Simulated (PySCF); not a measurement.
# C3H4BrF: the cost of one run

The runs use PySCF 2.14.0; levels as typed in each script, gas phase, geometry from GFN2-xTB.

### Step 1. The system as given

SMILES `C/C(F)=C/Br`, 9 atoms, charge 0, spin multiplicity 1.

Bond lengths: C1–C2 1.489 Å, C1–H6 1.089 Å, C1–H7 1.085 Å, C1–H8 1.091 Å, C2–F3 1.346 Å, C2–C4 1.325 Å, C4–Br5 1.889 Å, C4–H9 1.075 Å. Angles: C2–C1–H6 109.6°, C2–C1–H7 110.7°, C2–C1–H8 109.5°, H6–C1–H7 109.6°, H6–C1–H8 107.8°, H7–C1–H8 109.6°, C1–C2–F3 113.3°, C1–C2–C4 126.3°, F3–C2–C4 120.4°, C2–C4–Br5 123.6°, C2–C4–H9 121.9°, Br5–C4–H9 114.4°.

Coordinates:

```xyz
9
C3H4BrF
C     2.82570   -0.53017    0.00007
C     1.42896   -0.01520    0.00023
F     1.35687    1.32889    0.00019
C     0.32419   -0.74663    0.00036
Br   -1.41644   -0.01289   -0.00008
H     3.35137   -0.15971    0.87834
H     2.83535   -1.61486    0.00060
H     3.35031   -0.16065   -0.88225
H     0.35344   -1.82153    0.00055
```

### Step 2. Excited states (PBE/def2-svpd)

input.py reads:

```python
import numpy as np
from pyscf import gto, scf, dft, tdscf
from pyscf.scf import atom_ks, atom_hf
from scipy.linalg import block_diag

def solve(mol, dm0=None, hcore=None):
    mf = (dft.UKS if mol.spin else dft.RKS)(mol, xc='pbe')
    mf.grids.level = 3
    mf = mf.density_fit(auxbasis='def2-universal-jkfit')
    mf.conv_tol, mf.max_cycle = 1e-8, 80
    if hcore is not None:
        mf.get_hcore = lambda *args: hcore
    mf.kernel(dm0)
    if not mf.converged:
        mf = mf.newton().run(mf.mo_coeff, mf.mo_occ, max_cycle=30)
    assert mf.converged, 'SCF not converged'
    return mf

mol = gto.M(atom='''
C      2.82570    -0.53017     0.00007
C      1.42896    -0.01520     0.00023
F      1.35687     1.32889     0.00019
C      0.32419    -0.74663     0.00036
Br    -1.41644    -0.01289    -0.00008
H      3.35137    -0.15971     0.87834
H      2.83535    -1.61486     0.00060
H      3.35031    -0.16065    -0.88225
H      0.35344    -1.82153     0.00055
''', basis='def2-svpd', charge=0, spin=0, verbose=4)
mf = solve(mol)
td = mf.TDA()
td.nstates, td.singlet, td.conv_tol = 6, True, 1e-5
td.kernel()
td.analyze()
x, y = np.array([p[0] for p in td.xy]), np.array([p[1] + 0 * p[0] for p in td.xy])
f, mu = td.oscillator_strength(), td.transition_dipole()
nto = [td.get_nto(state=i + 1, verbose=4) for i in range(len(td.e))]
# spherically averaged free atoms, for the promolecule
atm = atom_ks.get_atm_nrks(mol, xc='pbe')
pro = block_diag(*[(atm[a[0]][2] * atm[a[0]][3]) @ atm[a[0]][2].T for a in mol._atom])
np.savez('result.npz', e=td.e, f=f, ok=td.converged, w=[n[0] for n in nto], nto=[n[1] for n in nto], x=x, y=y, c=mf.mo_coeff, occ=mf.mo_occ, eps=mf.mo_energy, pro=pro, mu=mu)
```

Run with:

```sh
$ OMP_NUM_THREADS=1 python input.py
```

What time and memory should one allow on 1 thread of Arm Neoverse V1, shared host?

About 3.4 min, with a peak of 0.71 GiB.
